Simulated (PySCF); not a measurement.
**GeCl2: structure of the singlet**

Aim: relax GeCl2 as a singlet from a linear start, check by its vibrations whether the end is a minimum, and collect its spectrum and constants.

Computed with PySCF 2.14.0. Level: PBE0, basis Ge def2-SVP, Cl def2-SVP, no relativity, density fitting.

### 1 The starting structure

3 atoms, charge 0, spin multiplicity 1.

Bond lengths: Ge1–Cl2 2.200 Å, Ge1–Cl3 2.200 Å. Angles: Cl2–Ge1–Cl3 180.0°.

```xyz
3
charge 0 multiplicity 1
Ge    0.0000    0.0000    0.0000
Cl    0.0000    0.0000    2.2000
Cl    0.0000    0.0000   -2.2000
```

### 2 Relaxation: linear start, singlet

One driver script runs all steps and calls PySCF; scf.py shows how it sets up the SCF of each step. The optimiser is the driver's own. Before each start the driver seeks the lowest SCF state from one or more starting densities and follows internal instabilities, so scf.py alone need not reach the same state.

The program finds D∞h symmetry in the start, which this walk keeps.

The input, scf.py:

```python
from pyscf import gto, scf, dft
mol = gto.M(atom='''
Ge     0.000000     0.000000     0.000000
Cl     0.000000     0.000000     2.200000
Cl     0.000000     0.000000    -2.200000''',
    basis={'Ge': 'def2-SVP', 'Cl': 'def2-SVP'},
    charge=0, spin=0)
mf = dft.RKS(mol, xc='PBE0')
mf.grids.atom_grid = (50, 194)
aux = {'Ge': 'def2-universal-JKFIT', 'Cl': 'def2-universal-JKFIT'}
mf = mf.density_fit(auxbasis=aux)
mf.kernel()
```

Further steps of the session: Vibrations and properties at this point; Following the imaginary mode; Frequencies.

Q: Predict the outcome of this session. Wanted: minimum; geometry; wavenumbers; dipole moment; highest occupied, lowest empty level; polar-tensor charge of Ge1; zero-point energy; atomisation energy.

**Answer**, as computed:

```
                                 quantity                                value
                                  minimum                         singlet, C2v
                                 geometry  Ge–Cl 2.191 Å (×2); Cl–Ge–Cl 100.2°
                       wavenumbers (cm⁻¹)         156 (a1), 397 (b2), 412 (a1)
                            dipole moment                               1.95 D
     highest occupied, lowest empty level                      -8.00, -2.99 eV
               polar-tensor charge of Ge1                              +1.11 e
                        zero-point energy                           5.8 kJ/mol
                      entropy at 298.15 K                      295.3 J/(mol K)
atomisation energy (no zero-point energy)                           794 kJ/mol
```

In words: The linear start (D∞h) ends in a minimum of C2v symmetry, after a stop at a second-order saddle point 160.7 kJ/mol higher, from which it was pushed off along an imaginary mode. The strongest infrared band lies at 397 cm⁻¹ (b2, stretch). Other starts or spin states, not run here, may lie lower.
